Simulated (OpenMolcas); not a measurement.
**triplet Si2H6O2 at 6 levels**

Wanted: a comparison of 6 runs (UHF/STO-3G, UHF/6-31G*, U-r2SCAN/6-31G*, UB3LYP/6-31G*, UBHLYP/6-31G*, UPBE0/6-31G*) of triplet Si2H6O2. 

The results are computed with OpenMolcas 26.06.

## 1. Starting point

Si2H6O2 has 10 atoms, charge 0, and is taken as a triplet. SMILES of the parent species: `O[SiH2][SiH2]O`. The coordinates come from a PBE0-D4/def2-TZVP relaxation. This is one conformer, not always the lowest. That shape belongs to the parent species and isn't relaxed for this state.

Bond lengths: O1–Si2 1.656 Å, Si2–Si3 2.357 Å, Si3–O4 1.656 Å, O1–H5 0.958 Å, Si2–H6 1.487 Å, Si2–H7 1.494 Å, Si3–H8 1.493 Å, Si3–H9 1.487 Å, O4–H10 0.958 Å. Some angles: O1–Si2–Si3 112.1°, Si2–Si3–O4 112.1°, O1–Si2–H6 105.4°, O1–Si2–H7 111.3°, Si3–Si2–H6 110.5°, Si3–Si2–H7 109.5°, Si2–O1–H5 117.4°, Si2–Si3–H8 109.5°, Si2–Si3–H9 110.5°, O4–Si3–H8 111.3°.

## 2. A single-point energy at UHF/STO-3G (run 1)

struct.xyz

```xyz
10

O     -1.023300     1.887700     1.029000
Si     0.114300     0.686000     0.959700
Si    -0.148600    -0.673600    -0.947700
O      0.987200    -1.877000    -1.014900
H     -1.013300     2.545500     0.332800
H     -0.079100    -0.112900     2.199100
H      1.498300     1.246700     0.986300
H     -1.533500    -1.232000    -0.975500
H      0.047500     0.124300    -2.187300
H      0.975700    -2.534100    -0.318000
```

mol.input

```
* H6O2Si2 Hartree-Fock
&GATEWAY
BASLIB = $CurrDir
COORD = struct.xyz
BASIS = STO-3G
GROUP = NoSym
&SEWARD
&SCF
UHF
SPIN = 3
THRESHOLDS = 1e-10 1e-07 1e-07 1e-05
PRORBITALS = 1 2
```

The basis set STO-3G is read from a file made from the Basis Set Exchange's data (not shown).

Run with:

```console
$ export MOLCAS_MEM=1860
$ pymolcas mol.input > mol.log
```

Standard output:

```text
--- Start Module: gateway ---
[...]
--- Stop Module: gateway /rc=_RC_ALL_IS_WELL_ ---
--- Start Module: seward ---
[...]
      Basis functions           34
--- Stop Module: seward /rc=_RC_ALL_IS_WELL_ ---
--- Start Module: scf ---
[...]
       Convergence after  23 Iterations
[...]
::    Total SCF energy                               -722.0751699694
[...]
      Total spin, S                                     1.0027022331
[...]
      Total electronic charge=   50.000000
      Total            charge=   -0.000000
[...]
      Dipole Moment (debye):
      Origin of the operator (angstrom)=   -0.0175    0.0059    0.0064
                   X= -1.2961E-03               Y=  8.6069E-04               Z= -1.0280E-04           Total=  1.5593E-03
      Quadrupole Moment (debye*angstrom):
[...]
--- Stop Module: scf /rc=_RC_ALL_IS_WELL_ ---
[...]
```

Wall time 1.4 s (1 thread of Intel Xeon 6975P-C (Granite Rapids), shared host); peak memory 0.37 GiB.

## 3. The energy at UHF/6-31G(d) (spherical functions) (run 2)

run.inp

```
* H6O2Si2 Hartree-Fock
&GATEWAY
BASLIB
$CurrDir
COORD
10
bohr
O     -1.93375674     3.56723601     1.94452818
Si     0.21599570     1.29635212     1.81357016
Si    -0.28081330    -1.27291952    -1.79089345
O      1.86553763    -3.54701594    -1.91788304
H     -1.91485948     4.81029785     0.62890085
H     -0.14947734    -0.21335008     4.15569672
H      2.83137665     2.35592156     1.86383688
H     -2.89789501    -2.32814259    -1.84342783
H      0.08976199     0.23489296    -4.13339795
H      1.84380578    -4.78875497    -0.60093291
BASIS
6-31Gs
GROUP
NoSym
&SEWARD
&SCF
UHF
SPIN
3
THRESHOLDS
1e-10 1e-07 1e-07 1e-05
PRORBITALS
0
```

The basis set 6-31G* is read from a file made from the Basis Set Exchange's data (not shown).

Run with:

```console
$ export MOLCAS_MEM=1860
$ pymolcas run.inp > run.log
```

Standard output:

```text
--- Start Module: gateway ---
[...]
--- Stop Module: gateway /rc=_RC_ALL_IS_WELL_ ---
--- Start Module: seward ---
[...]
      Basis functions           76
--- Stop Module: seward /rc=_RC_ALL_IS_WELL_ ---
[...]
--- Start Module: scf ---
[...]
       Convergence after  25 Iterations
[...]
::    Total SCF energy                               -730.9008522482
[...]
      Total spin, S                                     1.0029693748
[...]
      Total electronic charge=   50.000000
      Total            charge=   -0.000000
[...]
      Dipole Moment (debye):
      Origin of the operator (angstrom)=   -0.0175    0.0059    0.0064
                   X= -1.6907E-03               Y=  9.9339E-05               Z=  1.0121E-03           Total=  1.9730E-03
      Quadrupole Moment (debye*angstrom):
[...]
--- Stop Module: scf /rc=_RC_ALL_IS_WELL_ ---
[...]
```

It took 5.1 s on 1 thread of Intel Xeon 6975P-C (Granite Rapids), shared host; peak memory 0.43 GiB.

Run 3 isn't shown in full; the table further down has it.

## 4. A single-point energy at UB3LYP/6-31G(d) (spherical functions) (run 4)

test.inp

```
>>> EXPORT MOLCAS_PRINT=2
&GATEWAY
BASLIB
$CurrDir
COORD
10
angstrom
O       -1.023300       1.887700       1.029000
Si       0.114300       0.686000       0.959700
Si      -0.148600      -0.673600      -0.947700
O        0.987200      -1.877000      -1.014900
H       -1.013300       2.545500       0.332800
H       -0.079100      -0.112900       2.199100
H        1.498300       1.246700       0.986300
H       -1.533500      -1.232000      -0.975500
H        0.047500       0.124300      -2.187300
H        0.975700      -2.534100      -0.318000
BASIS
6-31Gs
GROUP
NoSym
&SEWARD
GRIDINPUT
Grid=UltraFine
End of Grid
&SCF
UHF
SPIN
3
KSDFT
B3LYP
THRESHOLDS
1e-10 1e-07 1e-07 1e-05
PRORBITALS
0
```

The basis set 6-31G* is read from a file made from the Basis Set Exchange's data (not shown).

Run with:

```console
$ export MOLCAS_MEM=1860
$ pymolcas test.inp > test.log
```

Standard output:

```text
--- Start Module: gateway ---
[...]
--- Stop Module: gateway /rc=_RC_ALL_IS_WELL_ ---
--- Start Module: seward ---
[...]
      Basis functions           76
--- Stop Module: seward /rc=_RC_ALL_IS_WELL_ ---
[...]
--- Start Module: scf ---
[...]
       Convergence after  20 Iterations
[...]
::    Total KS-DFT energy                            -732.9168385821
[...]
      Total spin, S                                     1.0011549615
[...]
      Total electronic charge=   50.000000
      Total            charge=   -0.000000
[...]
      Dipole Moment (debye):
      Origin of the operator (angstrom)=   -0.0175    0.0059    0.0064
                   X= -2.0710E-03               Y=  3.2731E-04               Z=  1.0247E-03           Total=  2.3337E-03
      Quadrupole Moment (debye*angstrom):
[...]
--- Stop Module: scf /rc=_RC_ALL_IS_WELL_ ---
[...]
```

Run time: 32 s. Hardware: 1 thread of Intel Xeon 6975P-C (Granite Rapids), shared host; peak memory 0.43 GiB.

Run 5 isn't shown in full; the table further down has it.

## 5. The energy at UPBE0/6-31G(d) (spherical functions) (run 6)

test.inp

```
&GATEWAY
BASLIB = $CurrDir
COORD
10
bohr
O     -1.93375674     3.56723601     1.94452818
Si     0.21599570     1.29635212     1.81357016
Si    -0.28081330    -1.27291952    -1.79089345
O      1.86553763    -3.54701594    -1.91788304
H     -1.91485948     4.81029785     0.62890085
H     -0.14947734    -0.21335008     4.15569672
H      2.83137665     2.35592156     1.86383688
H     -2.89789501    -2.32814259    -1.84342783
H      0.08976199     0.23489296    -4.13339795
H      1.84380578    -4.78875497    -0.60093291
BASIS = 6-31Gs
GROUP = NoSym
&SEWARD
GRIDINPUT
Grid=UltraFine
End of Grid
&SCF
UHF
SPIN = 3
KSDFT = PBE0
THRESHOLDS = 1e-10 1e-07 1e-07 1e-05
PRORBITALS = 1 1
```

The basis set 6-31G* is read from a file made from the Basis Set Exchange's data (not shown).

Run with:

```console
$ export MOLCAS_MEM=1860
$ pymolcas test.inp > test.log
```

Standard output:

```text
--- Start Module: gateway ---
[...]
--- Stop Module: gateway /rc=_RC_ALL_IS_WELL_ ---
--- Start Module: seward ---
[...]
      Basis functions           76
--- Stop Module: seward /rc=_RC_ALL_IS_WELL_ ---
[...]
--- Start Module: scf ---
[...]
       Convergence after  21 Iterations
[...]
::    Total KS-DFT energy                            -732.4680146218
[...]
      Total spin, S                                     1.0013042827
[...]
      Total electronic charge=   50.000000
      Total            charge=   -0.000000
[...]
      Dipole Moment (debye):
      Origin of the operator (angstrom)=   -0.0175    0.0059    0.0064
                   X= -2.1243E-03               Y=  2.3502E-04               Z=  1.0885E-03           Total=  2.3985E-03
      Quadrupole Moment (debye*angstrom):
[...]
--- Stop Module: scf /rc=_RC_ALL_IS_WELL_ ---
[...]
```

It took 31 s on 1 thread of Intel Xeon 6975P-C (Granite Rapids), shared host; peak memory 0.43 GiB.

## 6. Overview of the runs

| run | level | integration grid | energy (Eh) | dipole moment (D) | HOMO energy (eV) | ⟨S²⟩ | wall time |
| --- | --- | --- | --- | --- | --- | --- | --- |
| 1 | UHF/STO-3G | – | -722.075170 | 0.00 | 0.83 | 2.008 | 1.4 s |
| 2 | UHF/6-31G* (spherical functions) | – | -730.900852 | 0.00 | -4.36 | 2.009 | 5.1 s |
| 3 | U-r2SCAN/6-31G* (spherical functions) | UltraFine | -732.751276 | 0.00 | -2.30 | 2.004 | 44 s |
| 4 | UB3LYP/6-31G* (spherical functions) | UltraFine | -732.916839 | 0.00 | -2.62 | 2.003 | 32 s |
| 5 | UBHLYP/6-31G* (spherical functions) | UltraFine | -732.784306 | 0.00 | -3.33 | 2.007 | 32 s |
| 6 | UPBE0/6-31G* (spherical functions) | UltraFine | -732.468015 | 0.00 | -2.89 | 2.004 | 31 s |

## 7. What came out

| quantity | value |
| --- | --- |
| run 6: total energy | -732.46801 Eh |
| run 6: dipole moment | 0.00 D |
| run 6: HOMO energy (highest over α and β) | -2.89 eV |
| run 6: ⟨S²⟩ | 2.004 |

What this shows: Totals of different functionals can't be ranked against each other. In run 1 the basis is minimal, so the values are rough. All runs together took 2.4 min, the longest 44 s.
